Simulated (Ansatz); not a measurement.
# Cl3FSW: a ladder of functionals and wavefunction methods

The task here is to estimate one member of a computed series from the others.

The runs use Ansatz 0.2.0, Gaussian basis; functionals in def2-TZVPP, the program's frozen cores in correlated methods.

Levels to be run: LDA (SPW92), PBE-D4, revPBE-D4, BLYP-D4, r2SCAN-D4, B97M-V, PBE0-D4, B3LYP-D4, r2SCANh-D4, r2SCAN0-D4, HSE06-D4, BHLYP-D4, CAM-B3LYP-D4, LC-ωPBE, ωB97X-V, ωB97M-V, B2PLYP, PBE-QIDH; CCSD(T)/def2-SVP; CCSD(T)/def2-TZVPP; MP2/def2-QZVPP; extrapolation to the limit; RPA on PBE.

## Structure used throughout

An earlier PBE0-D4 in a triple-zeta def2 set relaxation fixed the geometry. W takes the def2 core potential; no spin-orbit term is included.

SMILES `[F][W](=[S])([Cl])([Cl])[Cl]`, 6 atoms, charge 0, spin multiplicity 1.

Atoms are counted from 1 here; the program's logs count them from 0.

Bond lengths: F1–W2 1.859 Å, W2–S3 2.086 Å, W2–Cl4 2.281 Å, W2–Cl5 2.278 Å, W2–Cl6 2.281 Å. Angles: F1–W2–S3 104.6°, F1–W2–Cl4 84.6°, F1–W2–Cl5 152.0°, F1–W2–Cl6 84.6°, S3–W2–Cl4 105.8°, S3–W2–Cl5 103.4°, S3–W2–Cl6 105.8°, Cl4–W2–Cl5 87.9°, Cl4–W2–Cl6 148.3°, Cl5–W2–Cl6 87.9°.

The first run:

Input file in.yaml:

```yaml
crystal:
  periodic: [false, false, false]
  atoms:
    - {symbol: F, position_ang: [-1.627788, -0.439795, 0.860397]}
    - {symbol: W, position_ang: [-0.010480, -0.034365, 0.038615]}
    - {symbol: S, position_ang: [1.442763, -0.733328, 1.362292]}
    - {symbol: Cl, position_ang: [-0.508714, -1.796938, -1.321642]}
    - {symbol: Cl, position_ang: [1.210863, 0.835835, -1.675872]}
    - {symbol: Cl, position_ang: [-0.464543, 2.104493, 0.690011]}
basis:
  gaussian: {orbitals: def2-TZVPP}
hamiltonian: {xc: lda}
output: {orbitals: {seedname: orbitals}}
```

Run with:

```
$ ansatz run in.yaml --threads 4 --pin off --events-out ev --progress --plain --max-ram 11315MiB
```

Among the steps run: LDA; PBE-D4 (GGA); revPBE-D4 (GGA); BLYP-D4 (GGA); r2SCAN-D4 (meta-GGA); B97M-V (meta-GGA); B3LYP-D4 (hybrid); r2SCANh-D4 (hybrid); r2SCAN0-D4 (hybrid); HSE06-D4 (hybrid); BHLYP-D4 (hybrid); CAM-B3LYP-D4 (range-separated); LC-ωPBE (range-separated); ωB97X-V (range-separated); ωB97M-V (range-separated); B2PLYP (double hybrid); PBE-QIDH (double hybrid).

One table of the session follows, with a row left open; its other results are not shown here.

It belongs to the step «Frontier levels by functional». 

```
  functional  HOMO (eV)  LUMO (eV)  gap (eV)
 LDA (SPW92)      -7.82      -5.25      2.57
      PBE-D4      -7.66      -5.02      2.64
   revPBE-D4      -7.60      -4.94      2.66
     BLYP-D4      -7.47      -4.87      2.60
   r2SCAN-D4      -8.02      -5.06      2.96
      B97M-V          ?          ?         ?
     PBE0-D4      -8.93      -4.39      4.55
    B3LYP-D4      -8.66      -4.54      4.12
  r2SCANh-D4      -8.48      -4.80      3.68
  r2SCAN0-D4      -9.16      -4.38      4.78
    HSE06-D4      -8.54      -4.76      3.78
    BHLYP-D4     -10.00      -3.50      6.51
CAM-B3LYP-D4     -10.17      -3.34      6.83
     LC-ωPBE     -11.52      -2.30      9.21
     ωB97X-V     -11.16      -2.34      8.82
     ωB97M-V     -10.98      -2.31      8.67
```

**Question.** Estimate the row for B97M-V.

As computed: HOMO (eV): -8.09; LUMO (eV): -5.03; gap (eV): 3.05. In the column «HOMO (eV)» it lies between r2SCANh-D4 (-8.48) and r2SCAN-D4 (-8.02).
